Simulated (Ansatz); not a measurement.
**CH₈O₂SSi₂: up Jacob's ladder to CCSD(T)**

Aim: compute CH₈O₂SSi₂ with functionals from several rungs and with coupled cluster, and see how far each lands from CCSD(T) at the basis-set limit for the atomisation energy.

Program: Ansatz 0.2.0, Gaussian basis. Level of theory: functionals in def2-TZVPP, the program's frozen cores in correlated methods. These are calculated values, not measurements.

The runs, in order: PBE-D4, r2SCAN-D4, PBE0-D4, B3LYP-D4, ωB97X-V, ωB97M-V, B2PLYP; CCSD(T)/def2-TZVPP; MP2/def2-QZVPP; extrapolation to the limit.

### Step 1. The geometry

All runs share one geometry, relaxed beforehand with PBE0-D4 in a triple-zeta def2 set.

SMILES `CO[SiH2]S[SiH2]O`, 14 atoms, charge 0, spin multiplicity 1.

Atoms are counted from 1 here; the program's logs count them from 0.

Bond lengths: C1–O2 1.418 Å, C1–H7 1.095 Å, C1–H8 1.090 Å, C1–H9 1.094 Å, O2–Si3 1.651 Å, Si3–S4 2.126 Å, Si3–H10 1.484 Å, Si3–H11 1.479 Å, S4–Si5 2.151 Å, Si5–O6 1.637 Å, Si5–H12 1.478 Å, Si5–H13 1.485 Å, O6–H14 0.965 Å. Angles: O2–C1–H7 111.0°, O2–C1–H8 108.0°, O2–C1–H9 111.0°, H7–C1–H8 108.7°, H7–C1–H9 108.9°, H8–C1–H9 109.1°, C1–O2–Si3 121.6°, O2–Si3–S4 111.1°, O2–Si3–H10 110.7°, O2–Si3–H11 104.1°, S4–Si3–H10 106.5°, S4–Si3–H11 111.5°, H10–Si3–H11 112.9°, Si3–S4–Si5 95.2°, S4–Si5–O6 111.8°, S4–Si5–H12 106.9°, S4–Si5–H13 107.6°, O6–Si5–H12 108.0° and more.

Coordinates:

```tsv
atom	x (Å)	y (Å)	z (Å)
C1	1.64178	-0.02389	1.34020
O2	0.23343	-0.18093	1.28168
Si3	-0.75236	1.03555	0.75691
S4	-0.43914	1.44020	-1.30700
Si5	-0.97586	-0.53185	-1.97730
O6	-0.07286	-1.68866	-1.25127
H7	1.91492	0.85264	1.93662
H8	2.06041	-0.91316	1.81246
H9	2.06615	0.08318	0.33731
H10	-0.46293	2.29660	1.48320
H11	-2.11889	0.52736	1.00792
H12	-0.70072	-0.58183	-3.42850
H13	-2.42125	-0.72520	-1.69595
H14	0.02732	-1.59001	-0.29626
```

### Step 2. PBE-D4 (GGA)

in.yaml

```yaml
crystal:
  periodic: [false, false, false]
  atoms:
    - {symbol: C, position_ang: [1.641779, -0.023887, 1.340199]}
    - {symbol: O, position_ang: [0.233432, -0.180925, 1.281678]}
    - {symbol: Si, position_ang: [-0.752365, 1.035546, 0.756912]}
    - {symbol: S, position_ang: [-0.439139, 1.440204, -1.306997]}
    - {symbol: Si, position_ang: [-0.975863, -0.531855, -1.977300]}
    - {symbol: O, position_ang: [-0.072857, -1.688656, -1.251269]}
    - {symbol: H, position_ang: [1.914918, 0.852636, 1.936619]}
    - {symbol: H, position_ang: [2.060411, -0.913164, 1.812459]}
    - {symbol: H, position_ang: [2.066150, 0.083185, 0.337313]}
    - {symbol: H, position_ang: [-0.462927, 2.296601, 1.483197]}
    - {symbol: H, position_ang: [-2.118888, 0.527363, 1.007922]}
    - {symbol: H, position_ang: [-0.700721, -0.581828, -3.428505]}
    - {symbol: H, position_ang: [-2.421251, -0.725204, -1.695948]}
    - {symbol: H, position_ang: [0.027323, -1.590007, -0.296261]}
basis:
  gaussian: {orbitals: def2-TZVPP}
hamiltonian: {xc: pbe, dispersion: d4}
output: {forces: true, orbitals: {seedname: orbitals}}
```

Started as:

```bash
ansatz run in.yaml --threads 2 --pin off --events-out ev --progress --plain --max-ram 20480MiB --backend cuda --devices 0, --max-vram 18GiB
```

After this run come: r2SCAN-D4 (meta-GGA); PBE0-D4 (hybrid); B3LYP-D4 (hybrid); ωB97X-V (range-separated); ωB97M-V (range-separated); B2PLYP (double hybrid); CCSD(T) in def2-TZVPP; MP2 in def2-QZVPP.

Before running them: what should the planned runs give, taken together? Wanted: atomisation energy, CCSD(T)/CBS; farthest; mean size of error, hybrid; mean size of error, range-separated; gap, smallest and largest; T1 diagnostic; triples share of the correlation energy.

The runs gave:

| quantity | value |
| --- | --- |
| atomisation energy, CCSD(T)/CBS | 1201.9 kcal/mol |
| functionals within 6.0 kcal/mol (0.5 %) | PBE-D4, r2SCAN-D4, ωB97X-V, ωB97M-V |
| farthest | B2PLYP (-21.8 kcal/mol) |
| mean size of error, hybrid | 11.3 kcal/mol |
| mean size of error, range-separated | 1.4 kcal/mol |
| gap, smallest and largest | 5.65 eV (PBE-D4), 12.13 eV (ωB97X-V) |
| T1 diagnostic | 0.0119 |
| triples share of the correlation energy | 3.8 % |

What this shows: PBE-D4 misses by +3.3 kcal/mol. Double hybrids carry the basis error of their MP2 part in triple zeta, and no dispersion term here, so their miss is partly the set-up's. Misses under about 6.0 kcal/mol are within the doubt on the reference itself, which lacks core-valence correlation, relativity and higher excitations. Hartree-Fock recovers 73 % of the binding; the rest is correlation. The gap grows from 5.6 to 12.1 eV across the functionals, mostly with the share of exact exchange.
